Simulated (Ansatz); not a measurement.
# CH₄BF₃Si: up Jacob's ladder to CCSD(T)

How much do the methods differ for CH₄BF₃Si? The plan is to run it at one geometry with functionals of several rungs and with coupled cluster, and see how far each lands from CCSD(T) at the basis-set limit for the atomisation energy.

Computed with Ansatz 0.2.0, Gaussian basis. Level: functionals in def2-TZVPP, the program's frozen cores in correlated methods.

Levels to be run: LDA (SPW92), PBE-D4, revPBE-D4, BLYP-D4, r2SCAN-D4, B97M-V, PBE0-D4, B3LYP-D4, r2SCANh-D4, r2SCAN0-D4, HSE06-D4, BHLYP-D4, CAM-B3LYP-D4, LC-ωPBE, ωB97X-V, ωB97M-V, B2PLYP, PBE-QIDH; CCSD(T)/def2-SVP; CCSD(T)/def2-TZVPP; MP2/def2-QZVPP; extrapolation to the limit; RPA on PBE.

## Step 1: The relaxed structure

An earlier PBE0-D4 in a triple-zeta def2 set relaxation fixed the geometry.

SMILES `CB[Si](F)(F)F`, 10 atoms, charge 0, spin multiplicity 1.

Atoms are counted from 1 here; the program's logs count them from 0.

Bond lengths: C1–B2 1.543 Å, C1–H7 1.091 Å, C1–H8 1.091 Å, C1–H9 1.108 Å, B2–Si3 2.009 Å, B2–H10 1.198 Å, Si3–F4 1.586 Å, Si3–F5 1.585 Å, Si3–F6 1.585 Å. Angles: B2–C1–H7 116.3°, B2–C1–H8 115.0°, B2–C1–H9 102.0°, H7–C1–H8 110.9°, H7–C1–H9 105.6°, H8–C1–H9 105.4°, C1–B2–Si3 122.8°, C1–B2–H10 120.1°, Si3–B2–H10 117.0°, B2–Si3–F4 113.5°, B2–Si3–F5 111.4°, B2–Si3–F6 111.9°, F4–Si3–F5 106.3°, F4–Si3–F6 106.2°, F5–Si3–F6 107.1°.

As a file:

| atom | x (Å) | y (Å) | z (Å) |
| --- | --- | --- | --- |
| C1 | 0.2761 | -1.4331 | 0.6156 |
| B2 | 0.7316 | -0.0419 | 0.1277 |
| Si3 | -0.5296 | 1.2897 | -0.6935 |
| F4 | -2.0123 | 0.7485 | -0.8431 |
| F5 | -0.0606 | 1.7091 | -2.1481 |
| F6 | -0.6283 | 2.6172 | 0.1665 |
| H7 | -0.6270 | -1.8354 | 0.1550 |
| H8 | 1.0625 | -2.1888 | 0.6558 |
| H9 | 0.0079 | -1.2301 | 1.6709 |
| H10 | 1.8628 | 0.3136 | 0.2962 |

## Step 2: LDA

This LDA is Slater exchange with PW92 correlation.

Input file in.yaml:

```yaml
crystal:
  periodic: [false, false, false]
  atoms:
    - {symbol: C, position_ang: [0.276149, -1.433125, 0.615618]}
    - {symbol: B, position_ang: [0.731561, -0.041942, 0.127670]}
    - {symbol: Si, position_ang: [-0.529570, 1.289699, -0.693458]}
    - {symbol: F, position_ang: [-2.012335, 0.748499, -0.843081]}
    - {symbol: F, position_ang: [-0.060634, 1.709093, -2.148083]}
    - {symbol: F, position_ang: [-0.628305, 2.617249, 0.166504]}
    - {symbol: H, position_ang: [-0.627028, -1.835366, 0.154963]}
    - {symbol: H, position_ang: [1.062475, -2.188782, 0.655779]}
    - {symbol: H, position_ang: [0.007887, -1.230068, 1.670913]}
    - {symbol: H, position_ang: [1.862800, 0.313642, 0.296172]}
basis:
  gaussian: {orbitals: def2-TZVPP}
hamiltonian: {xc: lda}
output: {orbitals: {seedname: orbitals}}
```

After this run come: PBE-D4 (GGA); revPBE-D4 (GGA); BLYP-D4 (GGA); r2SCAN-D4 (meta-GGA); B97M-V (meta-GGA); PBE0-D4 (hybrid); B3LYP-D4 (hybrid); r2SCANh-D4 (hybrid); r2SCAN0-D4 (hybrid); HSE06-D4 (hybrid); BHLYP-D4 (hybrid); CAM-B3LYP-D4 (range-separated); LC-ωPBE-D4 (range-separated); ωB97X-V (range-separated); ωB97M-V (range-separated); B2PLYP (double hybrid); PBE-QIDH (double hybrid); CCSD(T) in def2-SVP; CCSD(T) in def2-TZVPP; MP2 in def2-QZVPP; RPA on PBE orbitals.

Before running them: what should the planned runs give, taken together? Wanted: atomisation energy, CCSD(T)/CBS; farthest beyond LDA; mean size of error, GGA; mean size of error, meta-GGA; mean size of error, hybrid; mean size of error, range-separated; mean size of error, double hybrid; gap, smallest and largest; T1 diagnostic.

The runs gave:

| quantity | value |
| --- | --- |
| atomisation energy, CCSD(T)/CBS | 4104.6 kJ/mol |
| functionals within 20.5 kJ/mol (0.5 %) | r2SCAN-D4, B97M-V, r2SCANh-D4, CAM-B3LYP-D4, LC-ωPBE, ωB97X-V, ωB97M-V |
| farthest beyond LDA | BHLYP-D4 (-128.1 kJ/mol) |
| mean size of error, GGA | 45.2 kJ/mol |
| mean size of error, meta-GGA | 11.2 kJ/mol |
| mean size of error, hybrid | 45.8 kJ/mol |
| mean size of error, range-separated | 6.6 kJ/mol |
| mean size of error, double hybrid | 35.8 kJ/mol |
| gap, smallest and largest | 3.83 eV (LDA (SPW92)), 11.49 eV (LC-ωPBE) |
| T1 diagnostic | 0.0119 |
| triples share of the correlation energy | 3.0 % |

LDA overbinds by 549.5 kJ/mol (13 %). PBE-D4 is off by +47.4 kJ/mol. Double hybrids carry the basis error of their MP2 part in triple zeta, and no dispersion term here, so their miss is partly the set-up's. The rungs range-separated, meta-GGA miss on average by less than the doubt on the reference (20.5 kJ/mol), so they tie. The reference freezes the cores and leaves out relativity and excitations past (T), so misses under about 20.5 kJ/mol can't be ranked. Hartree-Fock recovers 77 % of the binding; the rest is correlation. CCSD(T) in def2-SVP is off by -276.0 kJ/mol, worse than the median functional, from the basis alone. The gap grows from 3.8 to 11.5 eV across the functionals, mostly with the share of exact exchange.
